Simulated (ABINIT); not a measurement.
Zn:

```xyz
3
Lattice="3.7711 0.0000 0.0000 0.0000 3.7711 0.0000 0.0000 0.0000 3.7711" Properties=species:S:1:pos:R:3 pbc="T T T"
Zn    0.0000    1.8856    1.8856
Zn    1.8856    0.0000    1.8856
Zn    1.8856    1.8856    0.0000
```

The cell was built by a generator and needn't be a form met in nature.

```yaml
Program: ABINIT 10.8.3 (patched build)
Task: relaxation of cell and atoms
Functional: LDA
Potentials_or_basis: JTH PAW LDA v2.0
Cutoff: 599 eV
k_mesh: 5 × 5 × 5
Occupations: fermi-dirac, width 0.05 eV
Spin: no spin polarisation
```

At the start: pressure -6.7 GPa; volume 17.88 Å³/atom.

Question: Where does the relaxation end?

Answer: Over 6 steps the energy falls by 49.7 meV/atom and the volume is 15.80 Å³/atom (-11.6 %); space group Pm-3m (No. 221, to 0.05 Å).

The path:
| step | energy change (eV) | largest force (eV/Å) | pressure (GPa) | volume (Å³) |
| --- | --- | --- | --- | --- |
| 1 | 0.0000 | 0.0000 | -6.68 | 53.63 |
| 2 | -0.0429 | 0.0000 | -5.93 | 52.54 |
| 3 | -0.1330 | 0.0000 | 3.09 | 45.66 |
| 4 | -0.1485 | 0.0000 | -0.52 | 47.74 |
| 5 | -0.1491 | 0.0000 | -0.05 | 47.42 |
| 6 | -0.1491 | 0.0000 | 0.00 | 47.39 |

Final structure:
```cif
data_structure
_symmetry_space_group_name_H-M 'P 1'
_symmetry_Int_Tables_number 1
_cell_length_a 3.6187
_cell_length_b 3.6187
_cell_length_c 3.6187
_cell_angle_alpha 90.000
_cell_angle_beta 90.000
_cell_angle_gamma 90.000
_cell_volume 47.39
loop_
_atom_site_label
_atom_site_type_symbol
_atom_site_fract_x
_atom_site_fract_y
_atom_site_fract_z
_atom_site_occupancy
Zn1 Zn 0.00000 0.50000 0.50000 1
Zn2 Zn 0.50000 0.00000 0.50000 1
Zn3 Zn 0.50000 0.50000 0.00000 1
```
